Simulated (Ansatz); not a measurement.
**AlGaH (sextet): the correlation ladder, 6-31G**

One table from this session's results is given with a row withheld; the runs are named, their logs left out.

Program: Ansatz 0.2.0, Gaussian basis. Level of theory: 6-31G, core rule «outside noble gas», up to 19 orbitals frozen. These are calculated values, not measurements.

To be run: UHF; CCSD(T) on ROHF; CCSD(T) on UHF; BCCD(T) on ROHF; CISD; CCSDT(Q) on ROHF; CCSDT(Q) on UHF; CISDTQ; CASSCF and MRCISD+Q, 7 electrons in 9 orbitals; CASSCF and NEVPT2, 7 electrons in 9 orbitals; Full CI; Full CI in the symmetry of the determinant.

15 further runs of the same task are left out: 5 that didn't finish, 10 set aside as unsound or not needed.

## What is computed

The geometry is a PBE0/def2-TZVP stationary point (not a proven minimum) of the parent state, kept for this charge and spin. No spin-orbit coupling is included. The filled d shell of Ga may be among the frozen orbitals whatever the setting's name suggests; the logs give the count.

3 atoms, charge 0, spin multiplicity 6.

Atoms are counted from 1 here; the program's logs count them from 0.

Bond lengths: Al1–Ga2 2.344 Å, Al1–H3 1.582 Å. Angles: Ga2–Al1–H3 180.0°.

As a file:

```xyz
3

Al    0.0000    0.0000    0.2539
Ga    0.0000    0.0000   -2.0897
H     0.0000    0.0000    1.8358
```

Set-up of the first run:

in.yaml reads:

```yaml
crystal:
  periodic: [false, false, false]
  atoms:
    - {symbol: Al, position_ang: [0.000000, 0.000000, 0.253900]}
    - {symbol: Ga, position_ang: [0.000000, 0.000000, -2.089700]}
    - {symbol: H, position_ang: [0.000000, 0.000000, 1.835800]}
basis:
  gaussian: {orbitals: 6-31G}
magnetization: {spin_polarized: true, initial_magnetization: 5}
hamiltonian: {xc: hf}
output: {orbitals: {seedname: orbitals}}
```

On the command line:

```console
$ ansatz run in.yaml --threads 1 --pin off --events-out ev --progress --plain --max-ram 2393MiB
```

Among the steps run: UHF; CCSD(T) on ROHF; CCSD(T) on UHF; BCCD(T) on ROHF; CISD; CCSDT(Q) on ROHF; CCSDT(Q) on UHF; CISDTQ; CASSCF and MRCISD+Q, 7 electrons in 9 orbitals; CASSCF and NEVPT2, 7 electrons in 9 orbitals; Full CI; Full CI in the symmetry of the determinant.

One of the session's tables, all rows but one given; the rest of the session is left out.

It belongs to the step «Misses and costs». 

```
          method  from FCI (meV)
            ROHF         +1316.3
             UHF         +1298.5
            RMP2          +592.4
            UMP2          +578.0
           RCCSD           +84.7
           UCCSD           +73.7
        RCCSD(T)           +43.4
        UCCSD(T)           +32.7
         BCCD(T)           +34.8
          RCCSDT               ?
          UCCSDT            -7.3
       RCCSDT(Q)            +0.8
       UCCSDT(Q)            -9.5
  CASSCF valence          +425.6
  NEVPT2 valence          +146.6
  MRCISD valence           +21.1
MRCISD+Q valence           +13.6
             FCI               0
```

Estimate the missing values for RCCSDT.

**Answer.** from FCI (meV): +3.0. In the column «from FCI (meV)» it lies between RCCSDT(Q) (+0.8) and MRCISD+Q valence (+13.6).

Not comparable, so not listed: CISD; CISDTQ (they don't share determinant, frozen orbitals or solution with the rows shown, or repeat one).

Limits of these values: UCCSDT, UCCSDT(Q) fall below full CI: unrestricted runs freeze a spin-polarised core, another one than full CI's, and coupled cluster isn't variational. Levels on UHF freeze UHF's core orbitals, full CI those of ROHF, so the U rows can settle a little off it for that reason alone. Restricted and unrestricted rows rest on different reference determinants; where their highest levels disagree by more than a few hundredths of an eV, they describe different states and don't form one ladder.
